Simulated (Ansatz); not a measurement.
# Titanium, bcc under BLYP: from relaxation to bulk modulus

Aim: take titanium in the bcc structure, relax it, solve it on a dense k-mesh, then scale the cell to 7 volumes from 88 to 112 % of the relaxed one and try a fit of the equation of state. Spin polarisation is left out. The k-meshes are 13×13×13 for the relaxation; 22×22×22 for the dense run; 15×15×15 for the volumes.

This is Ti in the bcc structure; at room conditions it is hcp.

Program: Ansatz 0.2.0. Level of theory: DFT BLYP, plane waves (420 eV) with PAW, scalar-relativistic; PAW files made under PBE, frozen cores solved again for the functional. These are calculated values, not measurements.

### 1 The system as given

It takes space group Im-3m (No. 229, cubic). The conventional cell has a = 3.281 Å, b = 3.281 Å, c = 3.281 Å, α = 90.00°, β = 90.00°, γ = 90.00°. Ti (site symmetry m-3m) has 8 Ti at 2.84 Å as nearest neighbours.

Coordinates:

```xyz
1
Lattice="-1.6404 1.6404 1.6404 1.6404 -1.6404 1.6404 1.6404 1.6404 -1.6404" Properties=species:S:1:pos:R:3 pbc="T T T"
Ti    0.0000    0.0000    0.0000
```

### 2 Relaxation of the cell

The input, input.yaml:

```yaml
crystal:
  lattice:
    - [-1.6404466475, 1.6404466475, 1.6404466475]
    - [1.6404466475, -1.6404466475, 1.6404466475]
    - [1.6404466475, 1.6404466475, -1.6404466475]
  atoms:
    - { symbol: Ti, position: [0.0, 0.0, 0.0] }
hamiltonian:
  xc: blyp
  pseudopotentials:
    kind: paw
    azcp:
      Ti: "pseudopotentials/Ti.paw.azcp"
basis:
  ecutwfc: 420
  fft_grid_basis: typed
kpoints:
  mp_grid: { grid: [13, 13, 13], shift: [0, 0, 0] }
magnetization:
  spin_polarized: false
scf:
  occupations: { method: fermi_dirac, width: 0.1 }
relax:
  max_steps: 60
  f_tol: 0.01
  cell: {}
```

Started as:

```bash
ansatz run input.yaml --threads 2 --pin off --max-ram 5120MiB --backend cpu --events-out ev --progress --plain --runs-dir out
```

The runs that follow: Single point on a dense mesh; The cell scaled to 88 % of its volume; The cell scaled to 92 % of its volume; The cell scaled to 96 % of its volume; The cell scaled to 100 % of its volume; The cell scaled to 104 % of its volume; The cell scaled to 108 % of its volume; The cell scaled to 112 % of its volume.

Q: Predict the outcome of this session. Wanted: space group; conventional cell; volume; shortest distance; gap on the mesh; relative to hcp; V₀, B₀, B₀′.

**Answer**, as computed:

| quantity | value |
| --- | --- |
| space group (spins left aside) | Im-3m (No. 229) |
| conventional cell | a = 3.284 Å |
| volume | 17.703 Å³/atom |
| shortest distance | 2.844 Å |
| gap on the mesh | none (levels filled in part) |
| relative to hcp | +108 meV/atom |
| V₀, B₀, B₀′ | 17.614 Å³/atom, 101 GPa, 3.6 |

What this shows: The relaxation enlarged the cell by 0.3 % in volume. Against the reference form of titanium (hcp, computed apart with the same settings) it stands 108 meV/atom higher. No gap shows: it is a metal or semimetal at this level. B₀ comes out at 101 GPa. The symmetry was held, so the structure may be unstable against distortions that break it.
